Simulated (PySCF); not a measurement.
# C₃H₇NSi: electronic excitations

Wanted: the electronic excitations of C₃H₇NSi (`[H]/N=C\[C@@H]1C[SiH2]1`), by calculation.

Programs: PySCF 2.14.0, with density-fitted response routines of our own. Each step states its level of theory. These are calculated values for one molecule in the gas phase, unless marked as measured. Atoms count from 0, in the outputs and in this text.

**1. The molecule as given**

12 atoms, charge 0, multiplicity 1; geometry from: GFN2-xTB.

Bonds of the start (Å): N0–C1 1.26, C1–C2 1.45, C2–C3 1.54, C3–Si4 1.87, Si4–C2 1.92, N0–H5 1.02, C1–H6 1.09, C2–H7 1.09, C3–H8 1.08, C3–H9 1.08, Si4–H10 1.45, Si4–H11 1.45.

**2. Excited states and response: PBE0/def2-SVPD**

What the job is given:

```
{"job": {"kind": "uv", "xc": "PBE0", "basis": "def2-SVPD", "nstates": 8, "ntriplets": 3}, "charge": 0, "multiplicity": 1}
N      2.245741    -1.185859     0.145935
C      1.212406    -0.543858     0.485410
C      0.259834     0.152961    -0.361866
C     -0.646210     1.228662     0.256067
Si    -1.597909    -0.311109    -0.222815
H      2.427005    -1.183608    -0.858497
H      0.993666    -0.534007     1.551417
H      0.630968     0.363052    -1.360652
H     -0.454484     1.435184     1.300963
H     -0.738073     2.141501    -0.315880
H     -2.359196    -0.309673    -1.458125
H     -1.972550    -1.253931     0.812016
```

Method: TDDFT PBE0/def2-SVPD, vertical, gas phase, core orbitals frozen in the response.

Started as:

```
OMP_NUM_THREADS=1 python probes_run.py task.json out
```

This one command runs all jobs of the session in turn.

The program printed:

```text
coarse grid: 10288 points
cycle   1  E = -462.0614646051  dE =  5.388e-01  |g| = 4.516e-01  |ddm| = 5.148e+00
cycle   2  E = -461.9846327821  dE =  7.683e-02  |g| = 7.144e-01  |ddm| = 3.642e+00
cycle   3  E = -462.1178252906  dE = -1.332e-01  |g| = 7.748e-02  |ddm| = 2.759e+00
cycle   4  E = -462.1186646160  dE = -8.393e-04  |g| = 4.983e-02  |ddm| = 1.744e-01
cycle   5  E = -462.1192928061  dE = -6.282e-04  |g| = 7.760e-03  |ddm| = 1.072e-01
cycle   6  E = -462.1193093353  dE = -1.653e-05  |g| = 2.368e-03  |ddm| = 1.723e-02
cycle   7  E = -462.1193107114  dE = -1.376e-06  |g| = 4.106e-04  |ddm| = 5.957e-03
final grid: 94152 points
cycle   8  E = -462.1763407016  dE = -2.225e-05  |g| = 6.562e-03  |ddm| = 1.085e-01
cycle   9  E = -462.1763313823  dE =  9.319e-06  |g| = 8.687e-03  |ddm| = 3.849e-02
cycle  10  E = -462.1763523240  dE = -2.094e-05  |g| = 6.366e-04  |ddm| = 2.203e-02
cycle  11  E = -462.1763524445  dE = -1.205e-07  |g| = 1.616e-04  |ddm| = 1.269e-03
cycle  12  E = -462.1763524495  dE = -4.967e-09  |g| = 7.003e-05  |ddm| = 3.486e-04
cycle  13  E = -462.1763524506  dE = -1.167e-09  |g| = 3.332e-05  |ddm| = 1.862e-04
cycle  14  E = -462.1763524509  dE = -2.384e-10  |g| = 6.343e-06  |ddm| = 9.223e-05
converged SCF energy = -462.1763524509

Static polarisability (au): isotropic 72.996, principal 60.618 64.893 93.477

Singlet excitations
state   eV       nm        f      main configurations
  1   5.0237    246.8   0.01663   H->L 0.47, H-1->L 0.34
  2   5.7804    214.5   0.26999   H-1->L 0.49, H->L 0.43
  3   6.0253    205.8   0.03301   H->L+1 0.84
  4   6.2401    198.7   0.02246   H->L+2 0.86
  5   6.4433    192.4   0.01581   H-1->L+1 0.72
  6   6.6134    187.5   0.00154   H->L+3 0.75, H->L+4 0.18
  7   6.8048    182.2   0.02104   H->L+4 0.69, H->L+3 0.15
  8   6.9871    177.4   0.00249   H-1->L+2 0.91

Triplet excitations (Tamm-Dancoff, eV): 4.0984 4.4490 4.9326
```

Run time: 35 s. Hardware: 1 thread of Arm Neoverse N1, shared host; peak memory 0.63 GiB.

The orbitals next to the gap, with their largest atomic shares:

```
orbital      eV                        atoms
 HOMO−3  -10.09    C1 24 %, C2 22 %, N0 19 %
 HOMO−2   -8.65   C3 31 %, N0 16 %, Si4 14 %
 HOMO−1   -7.37    N0 51 %, C1 14 %, C2 12 %
   HOMO   -6.86   N0 28 %, Si4 20 %, C2 18 %
   LUMO   -0.53   Si4 32 %, C1 16 %, N0 16 %
 LUMO+1    0.20  Si4 22 %, C1 12 %, H10 12 %
 LUMO+2    0.59  Si4 33 %, C3 13 %, H10 12 %
```

With each of the 8 states as a Gaussian band of 0.4 eV half-width at 1/e, the curve within the window shown has maxima at 213 nm (ε 12,000) L/(mol cm). Beyond the last state computed it falls off for lack of states. The curve at chosen wavelengths:

(nm, ε (L/mol/cm)): (170, 269), (174, 606), (179, 1132), (183, 1526), (188, 2085), (192, 2863), (196, 4228), (201, 6898), (205, 9402), (210, 11764), (214, 12191), (218, 11149), (223, 8493), (227, 6127), (232, 3705), (236, 2411), (240, 1619), (245, 1090), (249, 858), (254, 658), (258, 525), (262, 403), (267, 273), (271, 190), (276, 114), (280, 72)

Leading natural transition orbitals of singlet state 2: the hole lies on C2 24 %; Si4 22 %; N0 20 %; the particle on Si4 17 %; H10 16 %; C1 16 %.

Leading natural transition orbitals of singlet state 1: the hole lies on N0 59 %; H5 11 %; C2 8 %; the particle on C1 29 %; N0 25 %; Si4 11 %.

Ground-state properties from the same run:

```
           property  computed
  dipole moment (D)      3.26
polarisability (Å³)     10.82
 HOMO–LUMO gap (eV)      6.33
      −ε(HOMO) (eV)      6.86
```

Orbitals, density, ELF and potential are computed afterwards from the orbital file.

Frontier orbitals at PBE0/def2-SVPD, with the share of their density that lies nearest to each atom:

```
orbital  energy (eV)                      lies on
   HOMO        -6.86   N0 29 %; Si4 19 %; C2 18 %
   LUMO        -0.53  Si4 20 %; H10 16 %; C1 15 %
```

ELF in a plane through or near 4 of the atoms.

Values, 10 rows by 14 columns:
```
0.00 0.00 0.00 0.00 0.00 0.00 0.00 0.00 0.00 0.00 0.00 0.00 0.00 0.00
0.00 0.00 0.00 0.00 0.00 0.00 0.00 0.00 0.01 0.00 0.00 0.00 0.00 0.00
0.00 0.00 0.00 0.00 0.00 0.00 0.01 0.14 0.26 0.09 0.02 0.00 0.00 0.00
0.00 0.00 0.02 0.18 0.27 0.10 0.06 0.51 0.68 0.48 0.11 0.00 0.00 0.00
0.00 0.02 0.60 0.75 0.75 0.54 0.69 0.76 0.21 0.85 0.62 0.07 0.00 0.00
0.00 0.19 0.82 0.68 0.45 0.23 0.88 0.69 0.20 0.16 0.67 0.13 0.00 0.00
0.00 0.06 0.54 0.72 0.62 0.40 0.23 0.82 0.44 0.52 0.60 0.16 0.01 0.00
0.00 0.00 0.04 0.13 0.17 0.02 0.04 0.36 0.33 0.42 0.51 0.10 0.00 0.00
0.00 0.00 0.00 0.00 0.00 0.00 0.00 0.02 0.05 0.06 0.04 0.00 0.00 0.00
0.00 0.00 0.00 0.00 0.00 0.00 0.00 0.00 0.00 0.00 0.00 0.00 0.00 0.00
```
The map spans 10.5 Å across and 8.4 Å up, centred on the molecule. Atoms in the plane (x, y in Å): N0 (-2.5, -0.3), C1 (-1.3, 0.1), C3 (1.0, 1.0), Si4 (1.4, -0.8).

On the surface of density 0.002 e/bohr³ the electrostatic potential runs, from the 1st to the 99th percentile, from -2.09 V near N0 to 1.21 V near H10.

**3. What came out**

| quantity | value |
| --- | --- |
| lowest singlet (PBE0/def2-SVPD) | 5.02 eV (247 nm), f = 0.017 |
| brightest single state of those computed | state 2, 5.78 eV, f = 0.270 |
| lowest triplet | 4.10 eV |
| surface potential, 1st and 99th percentile | -2.09 V and 1.21 V |

The first singlet state (HOMO→LUMO 0.47, HOMO−1→LUMO 0.34) lies at 5.02 eV and is weak; of the 8 states computed, the strongest absorption comes from state 2 at 5.78 eV. The lowest triplet lies 0.93 eV below the lowest singlet (triplets in Tamm-Dancoff, singlets in full TDDFT). By nearest atom (PBE0/def2-SVPD), the HOMO sits on N0 29 %; Si4 19 % and the LUMO on Si4 20 %; H10 16 %.
